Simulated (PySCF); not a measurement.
# A diatomic session: InTe

One table from this session's results is given with a row withheld; the runs are named, their logs left out.

Program: PySCF 2.14.0. Level of theory: In def2-SVP with ECP28, Te def2-SVP with ECP28, scalar-relativistic core potentials. These are calculated values, not measurements.

The first run:

The job is set up so:

```json
{"atoms": "In, Te", "charge": "0", "basis": "In def2-SVP with ECP28, Te def2-SVP with ECP28", "Hamiltonian": "scalar-relativistic core potentials", "basis functions": "52", "electrons treated": "45", "masses in u": "114.9039, 129.9062", "levels": "PBE0, PBE, r²SCAN, MN15, BP86, r²SCANh, ωB97X, HF, MP2, SCS-MP2, CCSD, CCSD(T)", "grid": "80 radial by 434 angular points", "occupations": "held fixed by the projection of orbital angular momentum", "dissociation limit": "In + Te, each in its ground configuration", "starting distance in angstrom": "2.710", "values of 2S to try": "1, 3"}
```

Launch:

```sh
$ OMP_NUM_THREADS=1 python dia.py task.json out
```

Steps of the session up to this table: Input; The PBE0 curve of the state that the search chose; Other states along the same grid; PBE; r²SCAN (meta-GGA); MN15; BP86; r²SCANh (hybrid meta-GGA); ωB97X; UHF (mean field); Correlated methods on the Hartree–Fock reference.

One table of the session follows, with a row left open; its other results are not shown here.

It belongs to the step «The curves together». Energy (eV) from each level's lowest point:

| R (Å) | UHF | UHF-MP2 | UHF-SCS-MP2 | UHF-CCSD | UHF-CCSD(T) |
| --- | --- | --- | --- | --- | --- |
| 2.465 | 0.853 | 0.775 | 0.810 | n/a | n/a |
| 2.579 | 0.393 | 0.337 | 0.361 | 0.359 | 0.360 |
| 2.694 | 0.136 | 0.102 | 0.116 | 0.115 | 0.116 |
| 2.780 | 0.038 | 0.021 | 0.028 | 0.027 | 0.028 |
| 2.866 | 0.000 | 0.000 | 0.000 | 0.000 | 0.000 |
| 2.952 | ? | ? | ? | ? | ? |
| 3.067 | 0.068 | 0.109 | 0.093 | 0.094 | 0.093 |
| 3.210 | 0.200 | 0.269 | 0.244 | 0.244 | 0.241 |
| 3.382 | 0.406 | 0.508 | 0.473 | 0.469 | 0.465 |
| 3.611 | 0.707 | 0.876 | 0.831 | n/a | n/a |

**Question.** Estimate the row for R (Å) = 2.952.

Worked estimate for «UHF». A straight line through the neighbours (2.866, 0.000) and (3.067, 0.068) gives 0.000 + (0.068 − 0.000) × (2.952 − 2.866) / (3.067 − 2.866) = 0.029; a parabola fitted to 4 rows on both sides gives 0.011.

As computed: UHF: 0.007; UHF-MP2: 0.025; UHF-SCS-MP2: 0.018; UHF-CCSD: 0.018; UHF-CCSD(T): 0.018. In «UHF» the line misses by +0.022 and the parabola by +0.004.
